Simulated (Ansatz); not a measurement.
# ClGeH₇N₂OSi: ionisation energy by level of theory

One table from this session's results is given with a row withheld; the runs are named, their logs left out.

The runs use Ansatz 0.2.0, Gaussian basis; unrestricted cation, the program's frozen cores in correlated methods.

The runs, in order: UKS PBE-D4/def2-TZVPP; UKS r2SCAN-D4/def2-TZVPP; UKS PBE0-D4/def2-TZVPP; UKS B3LYP-D4/def2-TZVPP; UKS wB97X-V/def2-TZVPP; UKS wB97M-V/def2-TZVPP; UKS B2PLYP/def2-TZVPP; UHF-CCSD(T)/def2-TZVPP; UHF-MP2/def2-QZVPP; extrapolation to the limit; then −ε(HOMO) from the neutral's earlier runs with LDA (SPW92), PBE-D4, revPBE-D4, BLYP-D4, r2SCAN-D4, B97M-V, PBE0-D4, B3LYP-D4, r2SCANh-D4, r2SCAN0-D4, HSE06-D4, BHLYP-D4, CAM-B3LYP-D4, LC-ωPBE, ωB97X-V, ωB97M-V.

1 further run of the same task is left out (it didn't finish).

### The relaxed structure

The geometry comes from an earlier relaxation with PBE0-D4 in a triple-zeta def2 set; it is a stationary point, not always the lowest conformer.

SMILES `[NH2][GeH2][O][SiH](N)Cl`, 13 atoms, charge 0, spin multiplicity 1.

Atoms are counted from 1 here; the program's logs count them from 0.

Bond lengths: N1–Ge2 1.812 Å, N1–H7 1.006 Å, N1–H8 1.006 Å, Ge2–O3 1.785 Å, Ge2–H9 1.535 Å, Ge2–H10 1.534 Å, O3–Si4 1.616 Å, Si4–N5 1.694 Å, Si4–Cl6 2.072 Å, Si4–H11 1.477 Å, N5–H12 1.006 Å, N5–H13 1.007 Å. Angles: Ge2–N1–H7 118.3°, Ge2–N1–H8 118.5°, H7–N1–H8 111.5°, N1–Ge2–O3 106.5°, N1–Ge2–H9 110.9°, N1–Ge2–H10 110.2°, O3–Ge2–H9 107.1°, O3–Ge2–H10 106.7°, H9–Ge2–H10 115.0°, Ge2–O3–Si4 135.9°, O3–Si4–N5 115.5°, O3–Si4–Cl6 106.8°, O3–Si4–H11 110.7°, N5–Si4–Cl6 107.6°, N5–Si4–H11 107.6°, Cl6–Si4–H11 108.5°, Si4–N5–H12 120.1°, Si4–N5–H13 122.1° and more.

The first run:

in.yaml reads:

```yaml
crystal:
  periodic: [false, false, false]
  atoms:
    - {symbol: N, position_ang: [-1.766039, -2.023707, 1.030723]}
    - {symbol: Ge, position_ang: [-1.194549, -1.009976, -0.358132]}
    - {symbol: O, position_ang: [0.154752, -0.017730, 0.260086]}
    - {symbol: Si, position_ang: [1.357756, 0.841775, -0.392828]}
    - {symbol: N, position_ang: [1.759530, 2.270588, 0.424462]}
    - {symbol: Cl, position_ang: [0.751705, 1.362906, -2.304006]}
    - {symbol: H, position_ang: [-2.677669, -1.837713, 1.413627]}
    - {symbol: H, position_ang: [-1.564814, -3.009484, 1.020607]}
    - {symbol: H, position_ang: [-0.628961, -1.890802, -1.481341]}
    - {symbol: H, position_ang: [-2.296414, -0.035042, -0.790958]}
    - {symbol: H, position_ang: [2.585256, 0.026541, -0.495708]}
    - {symbol: H, position_ang: [2.426106, 2.250031, 1.178303]}
    - {symbol: H, position_ang: [1.113841, 3.038014, 0.509864]}
basis:
  gaussian: {orbitals: def2-TZVPP}
total_charge: 1
magnetization: {spin_polarized: true, initial_magnetization: 1}
hamiltonian: {xc: pbe, dispersion: d4}
```

Among the steps run: Cation, UKS PBE-D4/def2-TZVPP; Cation, UKS r2SCAN-D4/def2-TZVPP; Cation, UKS PBE0-D4/def2-TZVPP; Cation, UKS B3LYP-D4/def2-TZVPP; Cation, UKS wB97X-V/def2-TZVPP; Cation, UKS wB97M-V/def2-TZVPP; Cation, UKS B2PLYP (frozen core)/def2-TZVPP; Cation, UHF-CCSD(T)/def2-TZVPP; Cation, UHF-MP2/def2-QZVPP.

One of the session's tables, all rows but one given; the rest of the session is left out.

For comparison, −ε(HOMO) of the neutral from earlier runs:

| functional | −ε(HOMO) (eV) |
| --- | --- |
| LDA (SPW92) | ? |
| PBE-D4 | 6.09 |
| revPBE-D4 | 6.02 |
| BLYP-D4 | 5.96 |
| r2SCAN-D4 | 6.41 |
| B97M-V | 6.52 |
| PBE0-D4 | 7.55 |
| B3LYP-D4 | 7.29 |
| r2SCANh-D4 | 6.95 |
| r2SCAN0-D4 | 7.78 |
| HSE06-D4 | 7.14 |
| BHLYP-D4 | 8.92 |
| CAM-B3LYP-D4 | 8.99 |
| LC-ωPBE | 10.43 |
| ωB97X-V | 10.04 |
| ωB97M-V | 9.95 |

**Question.** Estimate the row for LDA (SPW92).

**Answer.** −ε(HOMO) (eV): 6.26. In the column «−ε(HOMO) (eV)» it lies between PBE-D4 (6.09) and r2SCAN-D4 (6.41).
